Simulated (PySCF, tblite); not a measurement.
# C3H12O2Si3: infrared bands, NMR shifts and electronic excitations in gas and solvents, part 2 of 2

tblite 0.8.0 and PySCF 2.14.0. Atoms count from 0.

## 6. Excited states and response: B3LYP/def2-SVPD

The job: settings as JSON, then the geometry in Å.

```
{"job": {"kind": "uv", "xc": "B3LYP", "basis": "def2-SVPD", "ip": true}, "charge": 0, "multiplicity": 1}
C      2.148737     1.254316     0.276274
Si     2.545576    -0.517965    -0.165131
O      1.155789    -1.433532    -0.222310
Si    -0.421609    -1.530042     0.243382
C     -1.605787    -1.057598    -1.145533
C     -1.810976     0.472101    -1.062139
Si    -1.756209     0.917087     0.780061
O     -0.776268    -0.324780     1.354614
H      3.066501     1.861333     0.322970
H      1.480038     1.708615    -0.471847
H      1.648894     1.300955     1.255766
H      3.190264    -0.596593    -1.510058
H      3.474425    -1.108566     0.845030
H     -0.638572    -2.867651     0.849301
H     -1.255457    -1.381671    -2.138445
H     -2.560855    -1.581714    -0.962832
H     -2.729933     0.804622    -1.570571
H     -0.974619     0.994260    -1.558744
H     -3.096053     0.855207     1.437906
H     -1.134705     2.242438     1.067582
```

Level: TDDFT B3LYP/def2-SVPD, vertical, gas phase, core orbitals frozen in the response.

What it wrote:

```text
coarse grid: 17744 points
cycle   1  E = -1139.8417552001  dE =  6.745e-01  |g| = 1.135e+00  |ddm| = 7.536e+00
cycle   2  E = -1139.2679000189  dE =  5.739e-01  |g| = 2.020e+00  |ddm| = 4.210e+00
cycle   3  E = -1140.0868315659  dE = -8.189e-01  |g| = 1.985e-01  |ddm| = 2.744e+00
cycle   4  E = -1140.0948817219  dE = -8.050e-03  |g| = 8.392e-02  |ddm| = 4.632e-01
cycle   5  E = -1140.0965985638  dE = -1.717e-03  |g| = 2.022e-02  |ddm| = 1.305e-01
cycle   6  E = -1140.0966975077  dE = -9.894e-05  |g| = 6.214e-03  |ddm| = 6.301e-02
cycle   7  E = -1140.0967047615  dE = -7.254e-06  |g| = 2.074e-03  |ddm| = 1.043e-02
final grid: 156288 points
cycle   8  E = -1140.2637361846  dE = -3.619e-05  |g| = 7.133e-03  |ddm| = 1.354e-01
cycle   9  E = -1140.2637187184  dE =  1.747e-05  |g| = 1.153e-02  |ddm| = 2.270e-02
cycle  10  E = -1140.2637478133  dE = -2.909e-05  |g| = 1.131e-03  |ddm| = 1.350e-02
cycle  11  E = -1140.2637480883  dE = -2.750e-07  |g| = 1.691e-04  |ddm| = 1.861e-03
cycle  12  E = -1140.2637480938  dE = -5.415e-09  |g| = 8.666e-05  |ddm| = 4.601e-04
cycle  13  E = -1140.2637480956  dE = -1.885e-09  |g| = 2.671e-05  |ddm| = 1.677e-04
cycle  14  E = -1140.2637480958  dE = -1.367e-10  |g| = 7.644e-06  |ddm| = 5.100e-05
converged SCF energy = -1140.2637480958

Static polarisability (au): isotropic 113.091, principal 102.718 114.288 122.266

Singlet excitations
state   eV       nm        f      main configurations
  1   7.0204    176.6   0.00207   H->L 0.94
  2   7.2115    171.9   0.00841   H->L+1 0.63, H-1->L 0.16, H->L+2 0.11
  3   7.3104    169.6   0.00309   H-1->L 0.55, H->L+2 0.14, H->L+1 0.11
  4   7.3216    169.3   0.00455   H->L+2 0.64, H->L+1 0.21
  5   7.5371    164.5   0.00371   H-1->L+1 0.65, H-1->L 0.15, H-3->L 0.09
  6   7.6180    162.8   0.01365   H-3->L 0.32, H-2->L 0.28, H-3->L+1 0.10
  7   7.6851    161.3   0.02938   H->L+3 0.43, H-3->L 0.14
  8   7.7065    160.9   0.03346   H-1->L+2 0.43, H->L+3 0.19, H-2->L+2 0.17
  9   7.7876    159.2   0.02958   H->L+4 0.74, H-2->L 0.10
 10   7.8340    158.3   0.01023   H-2->L 0.33, H->L+3 0.16, H-1->L+2 0.14

Triplet excitations (Tamm-Dancoff, eV): 6.8616 6.9833 7.0631 7.0990
Vertical ionisation energy (delta-SCF) = 9.6702 eV
```

Run time: 17 min. Hardware: 1 thread of Arm Neoverse N1, shared host; peak memory 1.1 GiB.

The orbitals next to the gap, with their largest atomic shares:

| orbital | eV | atoms |
| --- | --- | --- |
| HOMO−3 | -8.66 | O7 25 %, Si6 20 %, H19 16 % |
| HOMO−2 | -8.55 | C0 21 %, O2 16 %, Si1 14 % |
| HOMO−1 | -8.25 | O7 22 %, Si6 13 %, C5 13 % |
| HOMO | -7.86 | C4 20 %, O2 20 %, Si3 14 % |
| LUMO | 0.04 | Si6 21 %, Si3 9 %, O7 8 % |
| LUMO+1 | 0.16 | Si6 26 %, C5 10 %, H19 10 % |
| LUMO+2 | 0.39 | Si1 25 %, O2 13 %, H11 10 % |

With each of the 10 states as a Gaussian band of 0.4 eV half-width at 1/e, the curve within the window shown has maxima at 161 nm (ε 4,900) L/(mol cm). Beyond the last state computed it falls off for lack of states. The curve at chosen wavelengths:

(nm, ε (L/mol/cm)): (152, 1699), (154, 2681), (155, 3199), (157, 4137), (158, 4497), (160, 4891), (162, 4813), (163, 4617), (165, 4007), (166, 3639), (168, 2880), (170, 2185), (171, 1882), (173, 1373), (174, 1165), (176, 830), (178, 581), (179, 483), (181, 327), (182, 266), (184, 173), (186, 108), (187, 85), (189, 51), (190, 39), (192, 22)

Further results of this job:

```csv
property,computed
dipole moment (D),1.79
polarisability (Å³),16.76
HOMO–LUMO gap (eV),7.89
−ε(HOMO) (eV),7.86
```

## 7. NMR shieldings: CAM-B3LYP/pcSseg-1

Settings changed since step 6:

```diff
@@ -1,2 +1,2 @@
-{"job": {"kind": "uv", "xc": "B3LYP", "basis": "def2-SVPD", "ip": true}, "charge": 0, "multiplicity": 1}
+{"job": {"kind": "nmr", "xc": "CAM-B3LYP", "basis": "pcSseg-1", "pop": false}, "charge": 0, "multiplicity": 1}
 C      2.148737     1.254316     0.276274
```

Level: GIAO CAM-B3LYP/pcSseg-1 NMR shielding, non-relativistic, gas phase.

What it wrote:

```text
coarse grid: 17744 points
cycle   1  E = -1140.2212547081  dE =  8.131e-01  |g| = 1.086e+00  |ddm| = 3.985e+00
cycle   2  E = -1140.0552379914  dE =  1.660e-01  |g| = 1.471e+00  |ddm| = 1.748e+00
cycle   3  E = -1140.4330260822  dE = -3.778e-01  |g| = 1.022e-01  |ddm| = 1.114e+00
cycle   4  E = -1140.4348611269  dE = -1.835e-03  |g| = 4.792e-02  |ddm| = 1.149e-01
cycle   5  E = -1140.4353972417  dE = -5.361e-04  |g| = 8.827e-03  |ddm| = 4.059e-02
cycle   6  E = -1140.4354116640  dE = -1.442e-05  |g| = 3.064e-03  |ddm| = 9.304e-03
cycle   7  E = -1140.4354131855  dE = -1.521e-06  |g| = 1.103e-03  |ddm| = 2.809e-03
final grid: 156288 points
cycle   8  E = -1140.5078980337  dE = -1.947e-05  |g| = 4.133e-03  |ddm| = 1.321e-02
cycle   9  E = -1140.5078973620  dE =  6.718e-07  |g| = 4.613e-03  |ddm| = 5.982e-03
cycle  10  E = -1140.5079017616  dE = -4.400e-06  |g| = 5.605e-04  |ddm| = 3.249e-03
cycle  11  E = -1140.5079018117  dE = -5.009e-08  |g| = 1.547e-04  |ddm| = 4.707e-04
cycle  12  E = -1140.5079018166  dE = -4.964e-09  |g| = 4.097e-05  |ddm| = 1.596e-04
cycle  13  E = -1140.5079018169  dE = -3.242e-10  |g| = 1.311e-05  |ddm| = 4.800e-05
converged SCF energy = -1140.5079018169

GIAO shielding tensors (ppm)
atom      isotropic    diamagn.    paramagn.     s11        s22        s33       span
  0 C      181.669     257.129     -75.460    169.033    183.354    192.619     23.586
  1 Si     361.862     879.270    -517.408    313.384    355.768    416.435    103.051
  2 O      267.260     403.736    -136.476    237.769    249.058    314.954     77.185
  3 Si     354.162     880.863    -526.701    328.246    352.014    382.226     53.980
  4 C      171.584     256.023     -84.440    168.119    170.792    175.840      7.721
  5 C      176.683     255.872     -79.189    165.706    176.057    188.285     22.578
  6 Si     347.929     880.488    -532.560    296.990    334.402    412.394    115.404
  7 O      260.942     402.698    -141.756    172.094    287.976    322.755    150.660
  8 H       31.358      28.583       2.775     27.231     27.431     39.411     12.179
  9 H       30.970      35.506      -4.535     26.734     30.418     35.759      9.025
 10 H       30.447      34.172      -3.725     26.060     30.065     35.216      9.156
 11 H       26.437      28.570      -2.133     22.858     24.693     31.759      8.900
 12 H       26.313      27.886      -1.573     22.618     24.559     31.764      9.146
 13 H       26.401      28.536      -2.135     22.423     23.789     32.991     10.567
 14 H       30.321      31.687      -1.366     26.713     27.200     37.050     10.336
 15 H       31.030      30.456       0.574     26.189     28.293     38.607     12.418
 16 H       30.479      30.218       0.261     25.272     27.600     38.565     13.294
 17 H       30.482      35.360      -4.878     26.759     27.902     36.785     10.025
 18 H       26.577      28.920      -2.342     22.922     24.015     32.794      9.873
 19 H       26.347      30.559      -4.212     23.020     25.145     30.878      7.858
```

Run time: 1.9 min. Hardware: 1 thread of Arm Neoverse N1, shared host; peak memory 1.3 GiB.

This run: δ C4 10.9, C5 5.8, C0 0.8, Si6 -4.5, H12 5.01, H19 4.98 ppm.

## 8. Shielding tensors: PBE0/pcSseg-1 in chloroform

Settings changed since step 7:

```diff
@@ -1,2 +1,2 @@
-{"job": {"kind": "nmr", "xc": "CAM-B3LYP", "basis": "pcSseg-1", "pop": false}, "charge": 0, "multiplicity": 1}
+{"job": {"kind": "nmr", "xc": "PBE0", "basis": "pcSseg-1", "solvent": "chloroform", "pop": true}, "charge": 0, "multiplicity": 1}
 C      2.148737     1.254316     0.276274
```

Method: GIAO PBE0/pcSseg-1 NMR shielding, non-relativistic, IEF-PCM chloroform.

What it wrote:

```text
coarse grid: 17744 points
cycle   1  E = -1139.6503421100  dE =  7.016e-01  |g| = 1.063e+00  |ddm| = 4.050e+00
cycle   2  E = -1139.3403190322  dE =  3.100e-01  |g| = 1.656e+00  |ddm| = 2.092e+00
cycle   3  E = -1139.8542606172  dE = -5.139e-01  |g| = 1.443e-01  |ddm| = 1.481e+00
cycle   4  E = -1139.8581375639  dE = -3.877e-03  |g| = 5.553e-02  |ddm| = 1.545e-01
cycle   5  E = -1139.8588896519  dE = -7.521e-04  |g| = 1.029e-02  |ddm| = 5.101e-02
cycle   6  E = -1139.8589114015  dE = -2.175e-05  |g| = 3.145e-03  |ddm| = 1.203e-02
cycle   7  E = -1139.8589131868  dE = -1.785e-06  |g| = 1.211e-03  |ddm| = 2.954e-03
final grid: 156288 points
cycle   8  E = -1139.9239757414  dE = -2.003e-05  |g| = 1.178e-02  |ddm| = 2.540e-02
cycle   9  E = -1139.9239395196  dE =  3.622e-05  |g| = 1.809e-02  |ddm| = 2.074e-02
cycle  10  E = -1139.9240030432  dE = -6.352e-05  |g| = 1.140e-03  |ddm| = 1.298e-02
cycle  11  E = -1139.9240033051  dE = -2.620e-07  |g| = 1.936e-04  |ddm| = 9.767e-04
cycle  12  E = -1139.9240033140  dE = -8.846e-09  |g| = 3.961e-05  |ddm| = 1.986e-04
cycle  13  E = -1139.9240033142  dE = -2.246e-10  |g| = 2.132e-05  |ddm| = 4.847e-05
converged SCF energy = -1139.9240033142

GIAO shielding tensors (ppm)
atom      isotropic    diamagn.    paramagn.     s11        s22        s33       span
  0 C      184.253     258.371     -74.118    171.225    186.039    195.496     24.271
  1 Si     366.227     879.660    -513.433    315.881    361.899    420.903    105.022
  2 O      266.246     402.960    -136.714    234.937    247.866    315.935     80.999
  3 Si     358.761     880.978    -522.217    330.939    355.335    390.008     59.069
  4 C      173.644     257.149     -83.505    170.949    172.111    177.872      6.923
  5 C      178.650     256.761     -78.111    166.833    177.975    191.141     24.307
  6 Si     352.522     880.702    -528.180    299.881    340.604    417.081    117.199
  7 O      259.347     401.957    -142.610    168.635    286.990    322.417    153.782
  8 H       31.172      28.459       2.714     26.897     27.125     39.495     12.599
  9 H       30.703      35.158      -4.455     26.387     30.044     35.677      9.290
 10 H       30.433      34.114      -3.681     25.996     29.989     35.314      9.318
 11 H       26.289      28.515      -2.226     22.655     24.573     31.640      8.985
 12 H       26.171      27.855      -1.684     22.438     24.440     31.635      9.197
 13 H       26.223      28.433      -2.210     22.226     23.628     32.813     10.587
 14 H       30.131      31.600      -1.470     26.400     26.912     37.080     10.680
 15 H       30.763      30.411       0.353     25.810     27.921     38.560     12.749
 16 H       30.232      30.227       0.005     24.923     27.184     38.589     13.667
 17 H       30.186      34.893      -4.707     26.391     27.469     36.700     10.309
 18 H       26.433      28.888      -2.456     22.732     23.889     32.677      9.946
 19 H       26.174      30.394      -4.219     22.826     24.973     30.723      7.897
```

Wall time 86 s (1 thread of Arm Neoverse N1, shared host); peak memory 1.2 GiB.

In short: δ C4 11.5, C5 6.5, C0 0.9, Si6 -0.7, H12 5.08, H19 5.07 ppm.

## 9. NMR shieldings: PBE0/pcSseg-1 in cyclohexane

Settings changed since step 8:

```diff
@@ -1,2 +1,2 @@
-{"job": {"kind": "nmr", "xc": "PBE0", "basis": "pcSseg-1", "solvent": "chloroform", "pop": true}, "charge": 0, "multiplicity": 1}
+{"job": {"kind": "nmr", "xc": "PBE0", "basis": "pcSseg-1", "solvent": "cyclohexane", "pop": false}, "charge": 0, "multiplicity": 1}
 C      2.148737     1.254316     0.276274
```

Method: GIAO PBE0/pcSseg-1 NMR shielding, non-relativistic, IEF-PCM cyclohexane.

What it wrote:

```text
coarse grid: 17744 points
cycle   1  E = -1139.6470766607  dE =  7.047e-01  |g| = 1.065e+00  |ddm| = 4.050e+00
cycle   2  E = -1139.3243567314  dE =  3.227e-01  |g| = 1.676e+00  |ddm| = 2.136e+00
cycle   3  E = -1139.8523060064  dE = -5.279e-01  |g| = 1.489e-01  |ddm| = 1.526e+00
cycle   4  E = -1139.8564603931  dE = -4.154e-03  |g| = 5.759e-02  |ddm| = 1.620e-01
cycle   5  E = -1139.8572623198  dE = -8.019e-04  |g| = 1.155e-02  |ddm| = 5.394e-02
cycle   6  E = -1139.8572893338  dE = -2.701e-05  |g| = 3.767e-03  |ddm| = 1.344e-02
cycle   7  E = -1139.8572918597  dE = -2.526e-06  |g| = 1.280e-03  |ddm| = 3.396e-03
final grid: 156288 points
cycle   8  E = -1139.9223562210  dE = -1.950e-05  |g| = 1.196e-02  |ddm| = 2.558e-02
cycle   9  E = -1139.9223179979  dE =  3.822e-05  |g| = 1.845e-02  |ddm| = 2.126e-02
cycle  10  E = -1139.9223843815  dE = -6.638e-05  |g| = 1.163e-03  |ddm| = 1.341e-02
cycle  11  E = -1139.9223846554  dE = -2.740e-07  |g| = 2.004e-04  |ddm| = 1.032e-03
cycle  12  E = -1139.9223846650  dE = -9.547e-09  |g| = 4.081e-05  |ddm| = 2.126e-04
cycle  13  E = -1139.9223846653  dE = -2.769e-10  |g| = 1.940e-05  |ddm| = 5.084e-05
converged SCF energy = -1139.9223846653

GIAO shielding tensors (ppm)
atom      isotropic    diamagn.    paramagn.     s11        s22        s33       span
  0 C      183.996     258.294     -74.298    171.121    185.692    195.176     24.055
  1 Si     366.663     879.637    -512.974    317.167    361.482    421.340    104.173
  2 O      266.022     402.859    -136.838    234.540    247.474    316.051     81.511
  3 Si     359.384     880.943    -521.559    332.556    356.713    388.882     56.326
  4 C      173.492     257.087     -83.595    170.833    172.030    177.614      6.781
  5 C      178.427     256.731     -78.305    166.750    177.689    190.841     24.091
  6 Si     353.147     880.705    -527.558    301.026    340.525    417.889    116.862
  7 O      258.190     401.716    -143.527    166.222    286.931    321.417    155.195
  8 H       31.228      28.541       2.687     26.978     27.207     39.498     12.520
  9 H       30.800      35.244      -4.444     26.503     30.179     35.719      9.215
 10 H       30.395      34.073      -3.678     25.962     29.958     35.266      9.304
 11 H       26.273      28.473      -2.200     22.648     24.551     31.621      8.973
 12 H       26.148      27.801      -1.653     22.418     24.407     31.619      9.201
 13 H       26.211      28.390      -2.179     22.213     23.615     32.806     10.593
 14 H       30.156      31.629      -1.473     26.447     26.942     37.081     10.634
 15 H       30.839      30.499       0.340     25.903     28.015     38.599     12.696
 16 H       30.286      30.305      -0.019     24.997     27.266     38.596     13.599
 17 H       30.271      34.978      -4.707     26.491     27.574     36.748     10.257
 18 H       26.419      28.861      -2.442     22.724     23.865     32.668      9.944
 19 H       26.167      30.376      -4.209     22.822     24.966     30.715      7.893
```

Wall time 80 s (1 thread of Arm Neoverse N1, shared host); peak memory 1.2 GiB.

Key values: δ C4 11.3, C5 6.4, C0 0.8, Si6 -1.2, H12 5.11, H19 5.09 ppm.

## 10. Side by side: NMR shifts

Shifts (ppm) of some atoms, chosen among heavy atoms and hydrogens apart, with basis size and wall time:

| run | H17 | H15 | Si6 | Si3 | Si1 | O7 | O2 | functions | time |
| --- | --- | --- | --- | --- | --- | --- | --- | --- | --- |
| PBE0/pcSseg-1 | 0.92 | 0.34 | -1.8 | -8.1 | -15.2 | 77.7 | 68.8 | 217 | 82 s |
| CAM-B3LYP/pcSseg-1 | 0.85 | 0.30 | -4.5 | -10.7 | -18.4 | 77.6 | 71.3 | 217 | 1.9 min |
| PBE0/pcSseg-1 in chloroform | 1.06 | 0.48 | -0.7 | -6.9 | -14.4 | 81.6 | 74.7 | 217 | 86 s |
| PBE0/pcSseg-1 in cyclohexane | 0.99 | 0.42 | -1.2 | -7.4 | -14.7 | 80.1 | 72.3 | 217 | 80 s |

The continuum's effect on the ground state:

```
    solvent     ε  polarisation energy (Eh)  μ (D)
cyclohexane  2.02                   -0.0019   2.09
 chloroform  4.71                   -0.0038   2.31
```

## 11. Outcome

The summary covers parts 1 to 2.

```
                                                              quantity                                                           value
                             strongest single infrared mode (GFN2-xTB)                                           1077 cm⁻¹, 673 km/mol
                                          zero-point energy (GFN2-xTB)                                                   89.3 kcal/mol
                                                           point group                                                              C1
                                  rotational constants (main isotopes)                                            1.85, 0.86, 0.74 GHz
                                13C shifts against TMS (PBE0/pcSseg-1)                                              11.1, 6.2, 0.7 ppm
1H shifts against TMS (PBE0/pcSseg-1, means over atoms taken as alike)  5.14, 5.11, 5.07, 5.02, 4.86, 1.07, 0.92, 0.91, 0.41, 0.34 ppm
                               29Si shifts against TMS (PBE0/pcSseg-1)                                           -1.8, -8.1, -15.2 ppm
                                17O shifts against H2O (PBE0/pcSseg-1)                                                  77.7, 68.8 ppm
                                      lowest singlet (B3LYP/def2-SVPD)                                     7.02 eV (177 nm), f = 0.002
                              brightest single state of those computed                                     state 8, 7.71 eV, f = 0.033
                                                        lowest triplet                                                         6.86 eV
                                     vertical ionisation energy (ΔSCF)                                                         9.67 eV
                         range of the shift of O2 (PBE0/pcSseg-1 runs)                                                68.8 to 74.7 ppm
```

Relaxing lowered the energy by 1.313 eV in 213 steps; the close pair that moved most is O2–Si3, from 1.725 to 1.613 Å (GFN2-xTB). The lowest mode is slightly imaginary (9i cm⁻¹), a soft motion within the noise of the Hessian, so the minimum is not strictly shown. The strongest single mode, at 1077 cm⁻¹, moves mainly O2. GFN2-xTB is a fitted tight-binding method: band positions and strengths are rough. Its intensities can rank the bands wrongly. Over 11 steps the energy fell by 0.405 eV; of the close pairs, O2–Si3 changed most, 1.562 to 1.648 Å (PBE0/def2-SVP). At PBE0/pcSseg-1: Shielding is most anisotropic at O7 (span 157 ppm, paramagnetic term -145 ppm). The lowest singlet, at 7.02 eV, is HOMO→LUMO 0.94 and is weak; of the 10 states computed, the strongest absorption comes from states 7 to 8 together at 7.71 eV. The lowest triplet lies 0.16 eV below the lowest singlet (triplets in Tamm-Dancoff, singlets in full TDDFT). The orbital energy would give 7.86 eV for ionisation, ΔSCF gives 9.67 eV. At one level, PBE0/pcSseg-1: In ppm, O2 moves most: its shift spreads over 5.9 ppm, from 68.8 (PBE0/pcSseg-1) to 74.7 (PBE0/pcSseg-1 in chloroform). Most of that comes from the computed reference, not from the atom's own shielding. The continuum holds electrostatics alone: no hydrogen bonds to the solvent, and the gas-phase geometry is kept.
